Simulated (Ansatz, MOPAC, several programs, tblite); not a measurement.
# What cheap methods get right for La2GaP3

How much accuracy does each second buy? La2GaP3 is computed with 4 methods of unlike cost, up to r2SCAN.

Computed with tblite, Ansatz (versions at each run) (no spin polarisation, static lattice; gaps from single points on the cell relaxed beforehand with r²SCAN, unless a step's input says otherwise).

## Step 1: The structure to begin with

Symmetry: I4/mmm, No. 139, tetragonal system. Conventional cell: a = 4.244 Å, b = 4.244 Å, c = 16.817 Å, α = 90.00°, β = 90.00°, γ = 90.00°. Around La (site symmetry 4mm) lie 6 P at 2.73 to 3.08 Å. Around P (site symmetry 4mm) lie 1 Ga at 2.60 Å and 5 La at 3.00 to 3.08 Å. P (site symmetry 4/mmm) is surrounded by 2 La at 2.73 Å and 4 Ga at 3.00 Å. Ga (site symmetry 4/mmm) has 6 P at 2.60 to 3.00 Å in its first shell of neighbours.

Coordinates:

```xyz
6
Lattice="-2.1222 2.1222 8.4084 2.1222 -2.1222 8.4084 2.1222 2.1222 -8.4084" Properties=species:S:1:pos:R:3 pbc="T T T"
La    0.0000    0.0000   14.0857
P     0.0000    0.0000   11.0040
La    0.0000    0.0000    2.7310
P     0.0000    0.0000    0.0000
Ga    0.0000    0.0000    8.4084
P     0.0000    0.0000    5.8128
```

The structure type (ordered alloy on rocksalt lattice) is imposed and need not be the compound's stable one.

**Question.** The methods are GFN1-xTB (tblite), coarse PBE, PBE, r2SCAN. What gap does r2SCAN give on this cell, and which other methods (full PBE left aside) come nearest to r2SCAN and farthest in gap?

```
                                      quantity                                              value
                                        r2SCAN                   no gap, 25.25 Å³/atom, B₀ 71 GPa
gap: nearest and farthest of the other methods  GFN1-xTB (tblite), coarse PBE (about 0.00 eV off)
```

For the gap (full PBE left aside), GFN1-xTB (tblite), coarse PBE tie for nearest to r2SCAN. A minimal basis or a coarse cutoff and mesh shifts results by its own error, so closeness to r2SCAN can be chance. Cluster runs see only the k-points that fold onto the zone centre, so their gaps can miss the band edges. No volume is given for GFN1-xTB (tblite), which can hide a larger miss. Overlaps count as a gap of zero in the misses; they are coarse PBE -0.15, PBE -0.18 eV. CPU times run from 3.5 s (coarse PBE) to 48 s (r2SCAN). r2SCAN is a yardstick, not the truth. Spin-orbit coupling is left out throughout.
